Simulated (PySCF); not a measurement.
# A workflow on C2H2N2Si (SMILES N#C[SiH2]C#N), part 2 of 2

PySCF 2.14.0. Earlier steps stand in the parts before.

### Step 3. The energy at CCSD(T)/6-31G(d,p) (Cartesian functions) (run 3)

Contents of input.py:

```python
from pyscf import gto, scf, cc

mol = gto.M(
    atom=[
    ('N', (0.196157, -2.510887, 1.013204)),
    ('C', (0.269466, -1.403979, 0.676694)),
    ('Si', (0.425280, 0.368969, 0.165069)),
    ('C', (-0.981086, 0.729670, -0.984500)),
    ('N', (-1.852021, 0.983194, -1.706347)),
    ('H', (0.301433, 1.230753, 1.365081)),
    ('H', (1.703618, 0.550897, -0.563494)),
],
    charge=0,
    cart=True,
    spin=0,
    basis='6-31g**',
    max_memory=1860,
    verbose=3,
)

myscf = scf.RHF(mol)
myscf.kernel()

mycc = cc.CCSD(myscf, frozen=9)
mycc.kernel()
e_t = mycc.ccsd_t()
etot = mycc.e_tot + e_t
print('E = %.10f Eh' % etot)
```

Command:

```sh
$ OMP_NUM_THREADS=1 python input.py
```

Standard output:

```text
converged SCF energy = -474.717397267748
E(CCSD) = -475.3879211087403  E_corr = -0.6705238409928144
CCSD(T) correction = -0.0289345328631482
E = -475.4168556416 Eh
```

It took 41 s on 1 thread of Intel Xeon at 2.50GHz (Skylake/Cascade Lake), shared host; peak memory 0.44 GiB.

### Step 4. Ionisation energies at EOM-CCSD/def2-SVP (root kind ip) (run 4)

Contents of input.py:

```python
import numpy
from pyscf import gto, cc

system = gto.Mole()
system.atom = [
    ('N', (0.196157, -2.510887, 1.013204)),
    ('C', (0.269466, -1.403979, 0.676694)),
    ('Si', (0.425280, 0.368969, 0.165069)),
    ('C', (-0.981086, 0.729670, -0.984500)),
    ('N', (-1.852021, 0.983194, -1.706347)),
    ('H', (0.301433, 1.230753, 1.365081)),
    ('H', (1.703618, 0.550897, -0.563494)),
]
system.basis = 'def2-svp'
system.verbose = 4
system.max_memory = 1860
system.charge = 0
system.build()

hf = system.RHF()
hf.kernel()

mycc = cc.CCSD(hf, frozen=9)
mycc.kernel()
e_tot = mycc.e_tot
print('E(%s) = %.9f' % ('EOM-CCSD', e_tot))

e, vec = mycc.ipccsd(nroots=2)
roots = numpy.atleast_1d(e) * 27.211386
print('EOM-IP-CCSD roots (eV)')
for i, w in enumerate(roots, 1):
    print('%3d %10.4f' % (i, w))
```

Command:

```sh
$ OMP_NUM_THREADS=1 python input.py
```

Standard output:

```text
PySCF version 2.14.0

[INPUT] num. atoms = 7
[INPUT] num. electrons = 42
[INPUT] charge = 0
[INPUT] spin (= nelec alpha-beta = 2S) = 0
[INPUT] symmetry False subgroup None
[INPUT] Mole.unit = angstrom
[INPUT] Symbol           X                Y                Z      unit          X                Y                Z       unit  Magmom
[INPUT]  1 N      0.196157000000  -2.510887000000   1.013204000000 AA    0.370683007416  -4.744888759731   1.914678068314 Bohr   0.0
[INPUT]  2 C      0.269466000000  -1.403979000000   0.676694000000 AA    0.509216939882  -2.653135794641   1.278766330136 Bohr   0.0
[INPUT]  3 Si     0.425280000000   0.368969000000   0.165069000000 AA    0.803662726255   0.697250358455   0.311935201656 Bohr   0.0
[INPUT]  4 C     -0.981086000000   0.729670000000  -0.984500000000 AA   -1.853983844645   1.378876461311  -1.860435369634 Bohr   0.0
[INPUT]  5 N     -1.852021000000   0.983194000000  -1.706347000000 AA   -3.499812466943   1.857967387316  -3.224528503473 Bohr   0.0
[INPUT]  6 H      0.301433000000   1.230753000000   1.365081000000 AA    0.569625814906   2.325786096987   2.579629227847 Bohr   0.0
[INPUT]  7 H      1.703618000000   0.550897000000  -0.563494000000 AA    3.219371440879   1.041044452845  -1.064849332836 Bohr   0.0

nuclear repulsion = 162.475665116434
number of shells = 38
number of NR pGTOs = 146
number of NR cGTOs = 84
basis = def2-svp
ecp = {}

******** <class 'pyscf.scf.hf.RHF'> ********
method = RHF
initial guess = minao
damping factor = 0
level_shift factor = 0
DIIS = <class 'pyscf.scf.diis.CDIIS'>
diis_start_cycle = 1
diis_space = 8
diis_damp = 0
SCF conv_tol = 1e-09
SCF conv_tol_grad = None
SCF max_cycles = 50
direct_scf = True
direct_scf_tol = 1e-13
Set gradient conv threshold to 3.16228e-05
Initial guess from minao.
init E= -474.801316002753
  HOMO = -0.365990596429702  LUMO = 0.0178174966925901  gap/eV = 10.44395
cycle= 1 E= -474.34435687146  delta_E= 0.457  |g|= 0.642  |ddm|=  2.9
  HOMO = -0.499767943153278  LUMO = 0.0211115325487109  gap/eV = 14.17385
cycle= 2 E= -474.398561412209  delta_E= -0.0542  |g|= 0.628  |ddm|= 0.92
  HOMO = -0.49890999290264  LUMO = 0.0659606275839909  gap/eV = 15.37091
cycle= 3 E= -474.485013674098  delta_E= -0.0865  |g|= 0.0661  |ddm|= 0.464
  HOMO = -0.487312291602637  LUMO = 0.0843853994618539  gap/eV = 15.55669
cycle= 4 E= -474.48744287307  delta_E= -0.00243  |g|= 0.0187  |ddm|= 0.142
  HOMO = -0.491138996787404  LUMO = 0.0815542473471283  gap/eV = 15.58378
cycle= 5 E= -474.487608178182  delta_E= -0.000165  |g|= 0.00477  |ddm|= 0.0391
  HOMO = -0.49058421914063  LUMO = 0.081698462154967  gap/eV = 15.57260
cycle= 6 E= -474.487616664084  delta_E= -8.49e-06  |g|= 0.00154  |ddm|= 0.00977
  HOMO = -0.490648827088319  LUMO = 0.0817733847335679  gap/eV = 15.57640
cycle= 7 E= -474.487617341628  delta_E= -6.78e-07  |g|= 0.000298  |ddm|= 0.0021
  HOMO = -0.49063195792476  LUMO = 0.0817940415688553  gap/eV = 15.57650
cycle= 8 E= -474.487617371194  delta_E= -2.96e-08  |g|= 3.66e-05  |ddm|= 0.000532
  HOMO = -0.490629742226414  LUMO = 0.0817948137757289  gap/eV = 15.57647
cycle= 9 E= -474.487617372134  delta_E= -9.39e-10  |g|= 1.1e-05  |ddm|= 9.54e-05
  HOMO = -0.49063039968449  LUMO = 0.0817947017888327  gap/eV = 15.57648
Extra cycle  E= -474.487617372261  delta_E= -1.27e-10  |g|= 7.37e-06  |ddm|= 1.82e-05
converged SCF energy = -474.487617372261

******** <class 'pyscf.cc.ccsd.CCSD'> ********
CC2 = 0
CCSD nocc = 12, nmo = 75
frozen orbitals 9
max_cycle = 50
direct = 0
conv_tol = 1e-07
conv_tol_normt = 1e-05
diis_space = 6
diis_start_cycle = 0
diis_start_energy_diff = 1e+09
Init t2, MP2 energy = -475.134739051284  E_corr(MP2) -0.647121679022799
Init E_corr(CCSD) = -0.647121679060528
cycle = 1  E_corr(CCSD) = -0.638539033118485  dE = 0.00858264594  norm(t1,t2) = 0.0772826
cycle = 2  E_corr(CCSD) = -0.665455079241022  dE = -0.0269160461  norm(t1,t2) = 0.0279521
cycle = 3  E_corr(CCSD) = -0.665944620449109  dE = -0.000489541208  norm(t1,t2) = 0.0109654
cycle = 4  E_corr(CCSD) = -0.66970231427695  dE = -0.00375769383  norm(t1,t2) = 0.00568944
cycle = 5  E_corr(CCSD) = -0.670009801752077  dE = -0.000307487475  norm(t1,t2) = 0.00143944
cycle = 6  E_corr(CCSD) = -0.669841570902846  dE = 0.000168230849  norm(t1,t2) = 0.000495366
cycle = 7  E_corr(CCSD) = -0.669850503622099  dE = -8.93271925e-06  norm(t1,t2) = 0.000112199
cycle = 8  E_corr(CCSD) = -0.669862073400261  dE = -1.15697782e-05  norm(t1,t2) = 4.12678e-05
cycle = 9  E_corr(CCSD) = -0.669861875329359  dE = 1.98070901e-07  norm(t1,t2) = 1.84465e-05
cycle = 10  E_corr(CCSD) = -0.669862364342418  dE = -4.89013059e-07  norm(t1,t2) = 4.44105e-06
cycle = 11  E_corr(CCSD) = -0.669862393343381  dE = -2.90009629e-08  norm(t1,t2) = 1.86142e-06
CCSD converged
E(CCSD) = -475.1574797656041  E_corr = -0.6698623933433809
E(EOM-CCSD) = -475.157479766

******** <class 'pyscf.cc.eom_rccsd.EOMIP'> ********
max_space = 20
max_cycle = 50
conv_tol = 1e-07
partition = None
EOM-CCSD root 0 E = 0.4799214080538631  qpwt = 0.956894  conv = True
EOM-CCSD root 1 E = 0.482483416919583  qpwt = 0.936856  conv = True
EOM-IP-CCSD roots (eV)
  1    13.0593
  2    13.1290
```

It took 23 s on 1 thread of Intel Xeon at 2.50GHz (Skylake/Cascade Lake), shared host; peak memory 0.39 GiB.

### Step 5. What came out

This closing draws on all 2 parts.

| quantity | value |
| --- | --- |
| run 1, B97-2-D3(op)/ma-def2-SVP: total energy at the end | -476.09758 Eh |
| run 1, B97-2-D3(op)/ma-def2-SVP: dipole moment | 3.76 D |
| run 1, B97-2-D3(op)/ma-def2-SVP: HOMO energy | -10.12 eV |
| run 1, B97-2-D3(op)/ma-def2-SVP: LUMO energy | -1.76 eV |
| run 1, B97-2-D3(op)/ma-def2-SVP: HOMO–LUMO gap | 8.37 eV |
| run 1, B97-2-D3(op)/ma-def2-SVP: dispersion energy | -14.95 kJ/mol |
| run 3, CCSD(T)/6-31G**: total energy | -475.41686 Eh |
| run 3, CCSD(T)/6-31G**: dipole moment (Hartree–Fock density) | 3.87 D |
| run 3, CCSD(T)/6-31G**: HOMO energy (Hartree–Fock orbitals) | -13.21 eV |
| run 3, CCSD(T)/6-31G**: LUMO energy (Hartree–Fock orbitals) | 2.37 eV |
| run 3, CCSD(T)/6-31G**: HOMO–LUMO gap (Hartree–Fock orbitals) | 15.58 eV |
| run 3, CCSD(T)/6-31G**: correlation energy (9 core orbitals frozen) | -699.5 mEh |
| run 3, CCSD(T)/6-31G**: (T) correction | -28.93 mEh |
| run 3, CCSD(T)/6-31G**: T1 diagnostic | 0.014 |
| run 4, EOM-CCSD/def2-SVP: ground-state or mean-field energy | -475.15748 Eh |
| run 4, EOM-CCSD/def2-SVP: dipole moment (Hartree–Fock density) | 3.85 D |
| run 4, EOM-CCSD/def2-SVP: HOMO energy (Hartree–Fock orbitals) | -13.35 eV |
| run 4, EOM-CCSD/def2-SVP: LUMO energy (Hartree–Fock orbitals) | 2.23 eV |
| run 4, EOM-CCSD/def2-SVP: HOMO–LUMO gap (Hartree–Fock orbitals) | 15.58 eV |
| run 4, EOM-CCSD/def2-SVP: correlation energy (9 core orbitals frozen) | -669.9 mEh |
| run 4, EOM-CCSD/def2-SVP: T1 diagnostic | 0.014 |
| run 4, EOM-CCSD/def2-SVP: first ionisation energy | 13.06 eV |

What this shows: The optimisation (run 1, B97-2-D3(op)/ma-def2-SVP) took 14 steps and changed the energy by -0.488 eV. The triples (run 3, CCSD(T)/6-31G**) make up 4.1 % of the correlation energy. Mulliken charges (run 4, EOM-CCSD/def2-SVP) of the mean-field density run from -0.28 on C2 to +0.87 on Si3.
